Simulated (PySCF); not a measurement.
**C₃H₅GeN₂OP: electronic excitations**

What electronic excitations should C₃H₅GeN₂OP (`O=Cc1pcn[n]1[GeH3]`) show?

Programs: PySCF 2.14.0, with density-fitted response routines of our own. Each step states its level of theory. These are calculated values for one molecule in the gas phase, unless marked as measured. Atoms count from 0, in the outputs and in this text.

### Step 1. Starting geometry

13 atoms, charge 0, multiplicity 1; geometry from: GFN2-xTB.

Bonds of the start (Å): O0–C1 1.22, C1–C2 1.43, C2–P3 1.74, P3–C4 1.75, C4–N5 1.31, N5–N6 1.31, N6–Ge7 1.88, N6–C2 1.36, C1–H8 1.10, C4–H9 1.08, Ge7–H10 1.49, Ge7–H11 1.50, Ge7–H12 1.49.

### Step 2. Ultraviolet spectrum: CAM-B3LYP/def2-SVPD

Job settings and geometry (Å):

```
{"job": {"kind": "uv", "xc": "CAM-B3LYP", "basis": "def2-SVPD", "nstates": 8, "ntriplets": 3}, "charge": 0, "multiplicity": 1}
O     -1.843902     1.283992     0.423692
C     -0.731632     1.776101     0.347155
C      0.425993     0.981077     0.087149
P      2.108716     1.412186    -0.063265
C      2.374377    -0.300911    -0.333356
N      1.299702    -1.052361    -0.305367
N      0.219800    -0.351941    -0.074224
Ge    -1.422981    -1.263510    -0.012168
H     -0.572710     2.857548     0.475207
H      3.326798    -0.767988    -0.516200
H     -2.283953    -0.774203    -1.123402
H     -0.906661    -2.648269    -0.278896
H     -1.997935    -1.151234     1.355947
```

Level: TDDFT CAM-B3LYP/def2-SVPD, vertical, gas phase, core orbitals frozen in the response.

Run with:

```bash
OMP_NUM_THREADS=1 python probes_run.py task.json out
```

One launch serves the whole session: the jobs run in the order shown.

Predict these results of the whole session: lowest singlet (CAM-B3LYP/def2-SVPD); brightest single state of those computed; lowest triplet.

**Answer**, as computed:

```
                                quantity                        value
    lowest singlet (CAM-B3LYP/def2-SVPD)  3.95 eV (314 nm), f = 0.001
brightest single state of those computed  state 2, 4.57 eV, f = 0.200
                          lowest triplet                      2.92 eV
```

In words: The first singlet state (HOMO−3→LUMO 0.70, HOMO−1→LUMO 0.20) lies at 3.95 eV and is dark; of the 8 states computed, the strongest absorption comes from state 2 at 4.57 eV. The lowest triplet lies 1.03 eV below the lowest singlet (triplets in Tamm-Dancoff, singlets in full TDDFT).
